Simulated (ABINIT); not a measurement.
Write the native input for ABINIT 10.8.3 (patched build) that does the following.

```
Task                : equation of state
Functional          : LDA
Potentials or basis : JTH PAW LDA v2.0
Cutoff              : 463 eV
k mesh              : 6 × 6 × 6
Occupations         : fermi-dirac, width 0.05 eV
Spin                : no spin polarisation
Fine-grid cutoff    : 925.187 eV
```

The system is Ga3Se.

```xyz
4
Lattice="4.4325 0.0000 0.0000 0.0000 4.4325 0.0000 0.0000 0.0000 4.4325" Properties=species:S:1:pos:R:3 pbc="T T T"
Se    0.0000    0.0000    0.0000
Ga    2.2162    2.2162    0.0000
Ga    2.2162    0.0000    2.2162
Ga    0.0000    2.2162    2.2162
```

The cell comes from a database or a generator and needn't be the stable form of this composition.

The input as run:

run.abi

```
# Datasets: one volume each
ndtset 7
getwfk -1
scalecart1 3*0.9795861087
scalecart2 3*0.9864848297
scalecart3 3*0.9932883884
scalecart4 3*1.0000000000
scalecart5 3*1.0066227096
scalecart6 3*1.0131594038
scalecart7 3*1.0196128224

# Pseudopotentials
pp_dirpath "./"
pseudos "Se.LDA_PW-JTH.xml, Ga.LDA_PW-JTH.xml"

# Structure
acell 3*1.0 Angstrom
rprim
     4.4324650000     0.0000000000     0.0000000000
     0.0000000000     4.4324650000     0.0000000000
     0.0000000000     0.0000000000     4.4324650000
ntypat 2
znucl 34 31
natom 4
typat 1 2 2 2
xred
     0.0000000000     0.0000000000     0.0000000000
     0.5000000000     0.5000000000     0.0000000000
     0.5000000000     0.0000000000     0.5000000000
     0.0000000000     0.5000000000     0.5000000000

# Plane-wave basis
ecut 17.0
pawecutdg 34.0

# k points
kptopt 1
ngkpt 6 6 6
nshiftk 1
shiftk 0.0 0.0 0.0

# Exchange and correlation
ixc 7

# Bands and occupations
nband 27
occopt 3
tsmear 0.00183747

# SCF cycle
nstep 100
tolvrs 1.0e-9

# Output
iomode 3
prtwf 1
prtden 0
prteig 0
prtebands 0
enunit 1
```

Potentials or basis: JTH PAW LDA v2.0.

Run with:

```console
$ abinit run.abi > log 2>&1
```

Results of the run:

| Property | Result |
| --- | --- |
| Equilibrium volume | 19.33 Å³/atom (rough: see the caveat) |
| Bulk modulus | 56 GPa (rough) |

Caveat: pressures at fixed basis lie under the slope of the energies; the minimum lies outside the volumes run.

It took 3 min on 1 thread of Arm Neoverse V2, with other jobs on the host, peak memory 0.15 GiB.
